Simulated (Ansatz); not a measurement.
# AlAsClH3 (SMILES [Cl][AlH][AsH2]): one structure at several levels

One table from this session's results is given with a row withheld; the runs are named, their logs left out.

The runs use Ansatz 0.2.0, Gaussian basis; single points in def2-TZVPP.

Correlated methods freeze the cores. Filled d shells of the heavier atoms are correlated.

### The starting structure

SMILES `[Cl][AlH][AsH2]`, 6 atoms, charge 0, spin multiplicity 1.

Atoms are counted from 1 here; the program's logs count them from 0.

Bond lengths: Cl1–Al2 2.123 Å, Al2–As3 2.436 Å, Al2–H4 1.436 Å, As3–H5 1.480 Å, As3–H6 1.495 Å. Angles: Cl1–Al2–As3 121.0°, Cl1–Al2–H4 108.2°, As3–Al2–H4 130.8°, Al2–As3–H5 80.3°, Al2–As3–H6 80.0°, H5–As3–H6 88.6°.

As a file:

```xyz
6
charge 0, multiplicity 1
Cl   -2.08020   -1.04990    0.78920
Al   -0.17800   -0.88030   -0.13790
As    1.32010    0.96300    0.40040
H    -0.03610   -1.96160   -1.07180
H     0.85040    1.40510   -0.93170
H     0.04550    1.48500    0.98130
```

Set-up of the first run:

The input, run/in.yaml:

```yaml
crystal:
  periodic: [false, false, false]
  atoms:
    - {symbol: Cl, position_ang: [-2.080200, -1.049900, 0.789200]}
    - {symbol: Al, position_ang: [-0.178000, -0.880300, -0.137900]}
    - {symbol: As, position_ang: [1.320100, 0.963000, 0.400400]}
    - {symbol: H, position_ang: [-0.036100, -1.961600, -1.071800]}
    - {symbol: H, position_ang: [0.850400, 1.405100, -0.931700]}
    - {symbol: H, position_ang: [0.045500, 1.485000, 0.981300]}
basis:
  gaussian: {orbitals: def2-TZVPP}
correlation: {method: ccsd_t}
output: {forces: true}
```

No record of the launch command was kept for these runs.

Among the steps run: CCSD(T)/def2-TZVPP; PBE0-D4/def2-TZVPP; wB97M-V/def2-TZVPP; r2SCAN-D4/def2-TZVPP; PBE-D4/def2-TZVPP; B97M-V/def2-TZVPP; r2SCANh-D4/def2-TZVPP.

One of the session's tables, all rows but one given; the rest of the session is left out.

```
    method  RMS force component (eV/Å)  angle to CCSD(T) forces (°)  dipole (D)
   CCSD(T)                       0.895                    reference        1.57
   PBE0-D4                       0.928                          2.7        1.63
   wB97M-V                       0.868                          2.1        1.62
 r2SCAN-D4                           ?                            ?           ?
    PBE-D4                       0.974                          9.3        1.57
    B97M-V                       0.884                          3.7        1.66
r2SCANh-D4                       0.905                          2.1        1.57
```

**Question.** Estimate the row for r2SCAN-D4.

**Answer.** RMS force component (eV/Å): 0.914; angle to CCSD(T) forces (°): 2.0; dipole (D): 1.54. In the column «RMS force component (eV/Å)» it lies between r2SCANh-D4 (0.905) and PBE0-D4 (0.928).
